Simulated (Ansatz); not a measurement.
# Ga2SeS2: the cost of one run

Computed with Ansatz 0.2.0 (DFT PBE, scalar-relativistic, plane waves, PAW, unless a step's input says otherwise).

**1. The structure to begin with**

The structure is tetragonal, space group I4/mmm (No. 139). Conventional cell: a = 4.258 Å, b = 4.258 Å, c = 13.400 Å, α = 90.00°, β = 90.00°, γ = 90.00°. Ga (site symmetry 4mm) is surrounded by 5 S at 2.99 to 3.01 Å. Around Se (site symmetry 4/mmm) lie 2 S at 1.85 Å. Around S (site symmetry 4mm) lie 1 Se at 1.85 Å.

Structure file:

```
Ga Se S
1.0
    -2.12893    2.12893    6.70018
     2.12893   -2.12893    6.70018
     2.12893    2.12893   -6.70018
Ga Se S
2 1 2
Direct
  0.13901 0.13901 0.00000
  0.86099 0.86099 0.00000
  0.50000 0.50000 0.00000
  0.63796 0.63796 0.00000
  0.36204 0.36204 0.00000
```

The cell is invented: species swapped into a database cell of Ba2RuN2 (I4/mmm, No. 139), with Ga on the Ba sites, Se on the Ru sites and S on the N sites. Its size is a rough estimate.

**2. A first look at the guess**

input.yaml

```yaml
crystal:
  lattice:
    - [-2.12892532, 2.12892532, 6.70018483]
    - [2.12892532, -2.12892532, 6.70018483]
    - [2.12892532, 2.12892532, -6.70018483]
  atoms:
    - { symbol: Ga, position: [0.13900501, 0.13900501, 0.0] }
    - { symbol: Ga, position: [0.86099499, 0.86099499, 0.0] }
    - { symbol: Se, position: [0.5, 0.5, 0.0] }
    - { symbol: S, position: [0.637959, 0.637959, 0.0] }
    - { symbol: S, position: [0.362041, 0.362041, 0.0] }
basis:
  ecutwfc: 420
kpoints:
  mp_grid: { grid: [6, 6, 6] }
hamiltonian:
  xc: pbe
scf:
  occupations: { method: gaussian, width: 0.1 }
  lower_state_search: "off"
output:
  forces: true
  stress: true
  eigenvalues: true
```

Command:

```sh
$ ansatz run input.yaml --threads 1 --pin off --max-ram 2560MiB --backend cpu --events-out ev --progress --plain --runs-dir out
```

What time and memory should one allow on 1 thread of Intel Xeon at 2.50GHz (Skylake/Cascade Lake), shared host?

About 15 s, with a peak of 0.45 GiB.
